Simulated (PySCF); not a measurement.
# Zr2S: one geometry, several methods

Aim: at the PBE0 minimum of broken-symmetry (Ms = 1) Zr2S, found before, compare methods on energies and levels.

Method: several methods, basis S def2-TZVP, Zr def2-TZVP with ECP28, scalar-relativistic core potentials, no spin–orbit coupling, density fitting; program: PySCF 2.14.0.

## 1. The system as given

3 atoms, charge 0, spin multiplicity 3.

Bond lengths: S1–Zr2 2.316 Å, S1–Zr3 2.316 Å. Angles: Zr2–S1–Zr3 180.0°.

Z-matrix (Å, degrees; charge 0 multiplicity 3):
```
S
Zr 1 2.3161
Zr 1 2.3161 2 180.00
```

## 2. PBE0

One driver script runs all steps and calls PySCF; scf.py shows the equivalent input of each level. Each SCF starts from the density of the minimum. The driver also runs the species with one electron less or more at the same geometry (one less: multiplicity 4); their logs are not shown.

scf.py

```python
from pyscf import gto, scf, dft
mol = gto.M(atom='''
S     -0.000000     0.000000    -0.000000
Zr    -0.000000     0.000000     2.316137
Zr     0.000000    -0.000000    -2.316137''',
    basis={'S': 'def2-TZVP', 'Zr': 'def2-TZVP'},
    ecp={'Zr': 'def2-TZVP'},
    charge=0, spin=2)
mf = dft.UKS(mol, xc='PBE0')
mf.grids.atom_grid = (99, 590)
aux = {'S': 'def2-universal-JKFIT', 'Zr': 'def2-universal-JKFIT'}
mf = mf.density_fit(auxbasis=aux)
mf.kernel()
```

The program printed:

```text
init E= -491.998858794521
[... the frontier-level lines of each cycle are left out ...]
cycle= 1 E= -491.998858794665  delta_E= -1.45e-10  |g|= 4.42e-06  |ddm|= 6.52e-05
Extra cycle  E= -491.99885879468  delta_E= -1.44e-11  |g|= 5.26e-06  |ddm|= 1.39e-05
converged SCF energy = -491.99885879468  <S^2> = 3.5412397  2S+1 = 3.8942212
```

This level, with the species of one electron less or more, needed 6.9 s of wall time on 8 threads, shared host.

```
energy                        : -491.998859 Eh
one electron less (charge +1) : -491.797737 Eh (quartet, ⟨S²⟩ 4.76)
Mulliken charge of S1         : -0.59 e
```

## 3. HF

scf.py: that of step 2 with these lines changed.

```diff
@@ -9,2 +9 @@
-mf = dft.UKS(mol, xc='PBE0')
-mf.grids.atom_grid = (99, 590)
+mf = scf.UHF(mol)
```

The program printed:

```text
init E= -490.474113557053
[... the frontier-level lines of each cycle are left out ...]
cycle= 1 E= -490.505657946439  delta_E= -0.0315  |g|= 0.0698  |ddm|= 0.341
cycle= 2 E= -490.515764465976  delta_E= -0.0101  |g|= 0.0385  |ddm|= 0.155
cycle= 3 E= -490.51988924211  delta_E= -0.00412  |g|= 0.0267  |ddm|= 0.0812
cycle= 4 E= -490.523490197765  delta_E= -0.0036  |g|= 0.0161  |ddm|= 0.114
cycle= 5 E= -490.524900343451  delta_E= -0.00141  |g|= 0.0125  |ddm|= 0.0673
cycle= 6 E= -490.526297860358  delta_E= -0.0014  |g|= 0.00941  |ddm|= 0.0859
cycle= 7 E= -490.527613341284  delta_E= -0.00132  |g|= 0.00635  |ddm|= 0.122
cycle= 8 E= -490.528058355336  delta_E= -0.000445  |g|= 0.00467  |ddm|= 0.0577
cycle= 9 E= -490.528457671176  delta_E= -0.000399  |g|= 0.00285  |ddm|= 0.0849
cycle= 10 E= -490.528564789157  delta_E= -0.000107  |g|= 0.00176  |ddm|= 0.0354
cycle= 11 E= -490.528615250852  delta_E= -5.05e-05  |g|= 0.00111  |ddm|= 0.0332
cycle= 12 E= -490.528627761713  delta_E= -1.25e-05  |g|= 0.0006  |ddm|= 0.0114
cycle= 13 E= -490.528632007341  delta_E= -4.25e-06  |g|= 0.000315  |ddm|= 0.0106
cycle= 14 E= -490.528632577024  delta_E= -5.7e-07  |g|= 0.000121  |ddm|= 0.0022
cycle= 15 E= -490.528632691246  delta_E= -1.14e-07  |g|= 6.41e-05  |ddm|= 0.000978
cycle= 16 E= -490.528632719999  delta_E= -2.88e-08  |g|= 3.39e-05  |ddm|= 0.000609
cycle= 17 E= -490.528632726903  delta_E= -6.9e-09  |g|= 1.81e-05  |ddm|= 0.000231
cycle= 18 E= -490.52863272955  delta_E= -2.65e-09  |g|= 6.7e-06  |ddm|= 0.000159
cycle= 19 E= -490.528632729875  delta_E= -3.25e-10  |g|= 3.18e-06  |ddm|= 4.87e-05
Extra cycle  E= -490.52863272991  delta_E= -3.51e-11  |g|= 2.61e-06  |ddm|= 8.84e-06
converged SCF energy = -490.52863272991  <S^2> = 3.8008397  2S+1 = 4.0253396
```

This level, with the species of one electron less or more, took 3.5 s.

| Quantity | Value |
| --- | --- |
| energy | -490.528633 Eh |
| one electron less (charge +1) | -490.345452 Eh (quartet, ⟨S²⟩ 4.85) |
| Mulliken charge of S1 | -0.95 e |

## 4. MP2

scf.py: that of step 3 with these lines changed.

```diff
@@ -12,0 +13,2 @@
+from pyscf.mp import dfump2
+dfump2.DFUMP2(mf, frozen=5).kernel()  # the driver gives MP2 a fitting basis of its own (RI)
```

The program printed:

```text
init E= -490.474113557053
[... the frontier-level lines of each cycle are left out ...]
cycle= 1 E= -490.505657946439  delta_E= -0.0315  |g|= 0.0698  |ddm|= 0.341
cycle= 2 E= -490.515764465977  delta_E= -0.0101  |g|= 0.0385  |ddm|= 0.155
cycle= 3 E= -490.51988924211  delta_E= -0.00412  |g|= 0.0267  |ddm|= 0.0812
cycle= 4 E= -490.523490197766  delta_E= -0.0036  |g|= 0.0161  |ddm|= 0.114
cycle= 5 E= -490.52490034345  delta_E= -0.00141  |g|= 0.0125  |ddm|= 0.0673
cycle= 6 E= -490.526297860359  delta_E= -0.0014  |g|= 0.00941  |ddm|= 0.0859
cycle= 7 E= -490.527613341283  delta_E= -0.00132  |g|= 0.00635  |ddm|= 0.122
cycle= 8 E= -490.528058355335  delta_E= -0.000445  |g|= 0.00467  |ddm|= 0.0577
cycle= 9 E= -490.528457671176  delta_E= -0.000399  |g|= 0.00285  |ddm|= 0.0849
cycle= 10 E= -490.528564789157  delta_E= -0.000107  |g|= 0.00176  |ddm|= 0.0354
cycle= 11 E= -490.528615250851  delta_E= -5.05e-05  |g|= 0.00111  |ddm|= 0.0332
cycle= 12 E= -490.528627761713  delta_E= -1.25e-05  |g|= 0.0006  |ddm|= 0.0114
cycle= 13 E= -490.528632007342  delta_E= -4.25e-06  |g|= 0.000315  |ddm|= 0.0106
cycle= 14 E= -490.528632577024  delta_E= -5.7e-07  |g|= 0.000121  |ddm|= 0.0022
cycle= 15 E= -490.528632691247  delta_E= -1.14e-07  |g|= 6.41e-05  |ddm|= 0.000978
cycle= 16 E= -490.528632719999  delta_E= -2.88e-08  |g|= 3.39e-05  |ddm|= 0.000609
cycle= 17 E= -490.528632726904  delta_E= -6.9e-09  |g|= 1.81e-05  |ddm|= 0.000231
cycle= 18 E= -490.528632729549  delta_E= -2.65e-09  |g|= 6.7e-06  |ddm|= 0.000159
cycle= 19 E= -490.528632729875  delta_E= -3.25e-10  |g|= 3.18e-06  |ddm|= 4.87e-05
Extra cycle  E= -490.528632729908  delta_E= -3.37e-11  |g|= 2.61e-06  |ddm|= 8.84e-06
converged SCF energy = -490.528632729908  <S^2> = 3.8008397  2S+1 = 4.0253396
```

This level, with the species of one electron less or more, took 4.1 s.

- energy: -491.173520 Eh
- one electron less (charge +1): -490.981432 Eh (quartet, ⟨S²⟩ 4.85)
- MP2 correlation in its own fitting basis (same spin, opposite spin): -0.64489 Eh (-0.19851, -0.44638)

## 5. PBE

scf.py: that of step 4 with these lines changed.

```diff
@@ -9 +9,2 @@
-mf = scf.UHF(mol)
+mf = dft.UKS(mol, xc='PBE')
+mf.grids.atom_grid = (99, 590)
@@ -13,2 +13,0 @@
-from pyscf.mp import dfump2
-dfump2.DFUMP2(mf, frozen=5).kernel()  # the driver gives MP2 a fitting basis of its own (RI)
```

The program printed:

```text
init E= -492.021245065532
[... the frontier-level lines of each cycle are left out ...]
cycle= 1 E= -492.026249631664  delta_E= -0.005  |g|= 0.06  |ddm|= 0.302
cycle= 2 E= -492.012948915111  delta_E= 0.0133  |g|= 0.157  |ddm|= 0.27
cycle= 3 E= -492.028907658174  delta_E= -0.016  |g|= 0.00717  |ddm|= 0.182
cycle= 4 E= -492.028947970049  delta_E= -4.03e-05  |g|= 0.00597  |ddm|= 0.0286
cycle= 5 E= -492.028983393499  delta_E= -3.54e-05  |g|= 0.00219  |ddm|= 0.0193
cycle= 6 E= -492.028990409212  delta_E= -7.02e-06  |g|= 0.00133  |ddm|= 0.0113
cycle= 7 E= -492.028982906461  delta_E= 7.5e-06  |g|= 0.00329  |ddm|= 0.00514
cycle= 8 E= -492.028992158157  delta_E= -9.25e-06  |g|= 0.000136  |ddm|= 0.00407
cycle= 9 E= -492.028992181526  delta_E= -2.34e-08  |g|= 2.6e-05  |ddm|= 0.000595
cycle= 10 E= -492.028992182543  delta_E= -1.02e-09  |g|= 6.97e-06  |ddm|= 0.000179
cycle= 11 E= -492.028992182597  delta_E= -5.4e-11  |g|= 2.4e-06  |ddm|= 2.91e-05
Extra cycle  E= -492.028992182581  delta_E= 1.66e-11  |g|= 5.58e-06  |ddm|= 1.53e-05
converged SCF energy = -492.028992182581  <S^2> = 3.4348647  2S+1 = 3.8392003
```

This level, with the species of one electron less or more, took 12 s.

```
energy                        : -492.028992 Eh
one electron less (charge +1) : -491.814060 Eh (quartet, ⟨S²⟩ 4.75)
Mulliken charge of S1         : -0.47 e
```

## 6. r2SCAN

scf.py: that of step 5 with these lines changed.

```diff
@@ -9 +9 @@
-mf = dft.UKS(mol, xc='PBE')
+mf = dft.UKS(mol, xc='R2SCAN')
```

The program printed:

```text
init E= -492.18280478921
[... the frontier-level lines of each cycle are left out ...]
cycle= 1 E= -492.186107727244  delta_E= -0.0033  |g|= 0.0342  |ddm|= 0.222
cycle= 2 E= -492.183895023097  delta_E= 0.00221  |g|= 0.0673  |ddm|= 0.14
cycle= 3 E= -492.186918147933  delta_E= -0.00302  |g|= 0.00959  |ddm|= 0.0911
cycle= 4 E= -492.186971956747  delta_E= -5.38e-05  |g|= 0.00472  |ddm|= 0.0186
cycle= 5 E= -492.186995345564  delta_E= -2.34e-05  |g|= 0.00171  |ddm|= 0.0124
cycle= 6 E= -492.187003288266  delta_E= -7.94e-06  |g|= 0.00058  |ddm|= 0.0103
cycle= 7 E= -492.187001019558  delta_E= 2.27e-06  |g|= 0.00208  |ddm|= 0.00543
cycle= 8 E= -492.187004839263  delta_E= -3.82e-06  |g|= 0.000275  |ddm|= 0.00288
cycle= 9 E= -492.187004992622  delta_E= -1.53e-07  |g|= 4.25e-05  |ddm|= 0.00156
cycle= 10 E= -492.187004999559  delta_E= -6.94e-09  |g|= 9.44e-06  |ddm|= 0.000378
cycle= 11 E= -492.187005000021  delta_E= -4.62e-10  |g|= 3.6e-06  |ddm|= 8.38e-05
Extra cycle  E= -492.187005000123  delta_E= -1.02e-10  |g|= 5.56e-06  |ddm|= 3e-05
converged SCF energy = -492.187005000123  <S^2> = 3.7309306  2S+1 = 3.9904539
```

This level, with the species of one electron less or more, needed 40 s of wall time on 8 threads, shared host.

```
energy                        : -492.187005 Eh
one electron less (charge +1) : -491.982846 Eh (quartet, ⟨S²⟩ 4.76)
Mulliken charge of S1         : -0.62 e
```

## 7. All levels side by side

| level | atomisation energy (kJ/mol) | vertical ionisation energy (eV) | −ε(HOMO) (eV) | gap (eV) | wall time |
| --- | --- | --- | --- | --- | --- |
| PBE0 | 685 | 5.47 | 4.39 | 2.35 | 6.9 s |
| HF | 371 | 4.98 | 6.34 | 7.11 | 3.5 s |
| MP2 | 609 | 5.23 | – | – | 4.1 s |
| PBE | 770 | 5.85 | 3.67 | 0.54 | 12 s |
| r2SCAN | 756 | 5.56 | 3.66 | 1.00 | 40 s |

Times are for 8 threads, shared host; PBE0 starts from its own converged density, so its time is not comparable. A dash stands where a species or a free atom was not run at that level, or the quantity is not defined.

Atomisation goes to high-spin atoms in their ground configurations, run at the same level, without zero-point energy.

## 8. Outcome

| quantity | value |
| --- | --- |
| atomisation energy, range | 371 (HF) to 770 (PBE) kJ/mol |
| vertical ionisation energy, range | 4.98 (HF) to 5.85 (PBE) eV |
| orbital gap, range | 0.54 (PBE) to 7.11 (HF) eV |

The atomisation energy spreads over 399 kJ/mol, from HF to PBE; without a CCSD(T) value for it there is no yardstick here. Spin contamination is strong in at least one of the open-shell species at PBE0, HF, MP2, PBE, r2SCAN. The determinant is spin-contaminated (⟨S²⟩ = 3.54, pure value 2.00). Other spin states or occupations of the open shell can lie lower.
